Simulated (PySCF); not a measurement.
# F3HfO (Hf(O)(F)3-): the cost of one run

Method: PBE, Hf def2-SVP with ECP60, O def2-SVP, F def2-SVP; scalar-relativistic core potentials, no spin–orbit coupling; program: PySCF 2.14.0.

4 further runs of the same task are left out: 2 for a known fault of the program, 2 that didn't finish.

### 1 Starting geometry

5 atoms, charge -1, spin multiplicity 1.

Bond lengths: Hf1–O2 1.822 Å, Hf1–F3 1.987 Å, Hf1–F4 1.989 Å, Hf1–F5 1.987 Å. Angles: O2–Hf1–F3 109.2°, O2–Hf1–F4 108.6°, O2–Hf1–F5 109.2°, F3–Hf1–F4 111.1°, F3–Hf1–F5 107.5°, F4–Hf1–F5 111.1°.

Coordinates:

```
Hf   -0.0598    0.0000    0.0614
O     1.4442    0.0000    1.0899
F    -0.0486    1.6027   -1.1134
F    -1.6483    0.0000    1.2583
F    -0.0486   -1.6027   -1.1134
```

Formal oxidation states: Hf +4. An earlier session relaxed this geometry at PBE, Hf def2-SVP with ECP60, O def2-SVP, F def2-SVP (singlet, point group Cs).

Its energy there is -422.522406 Eh.

### 2 Atoms moved at random, σ = 0.1 Å

File run.py (the lines that set the calculation):

```python
mol = gto.M(atom='''
Hf    -0.16465    -0.01297     0.11694
O      1.55671    -0.00340     0.99081
F     -0.13035     1.57994    -0.97201
F     -1.66489    -0.07498     1.13142
F      0.04213    -1.48860    -1.08443''',
    basis={'Hf': 'def2-SVP', 'O': 'def2-SVP', 'F': 'def2-SVP'},
    ecp={'Hf': 'def2-SVP'},
    charge=-1, spin=0)
mf = dft.RKS(mol, xc='PBE')
mf.grids.atom_grid = (50, 194)
mf = mf.density_fit()  # fitting sets: Hf def2-universal-JKFIT, O def2-universal-JKFIT, F def2-universal-JKFIT
mf.conv_tol = 1e-08; mf.max_cycle = 55
mf.kernel(dm0)  # dm0: the density of the relaxed state
```

Launch:

```bash
$ OMP_NUM_THREADS=2 python run.py
```

**Question.** How long does this run take on 2 threads of Arm Neoverse V1, shared host?

About 2.8 s.
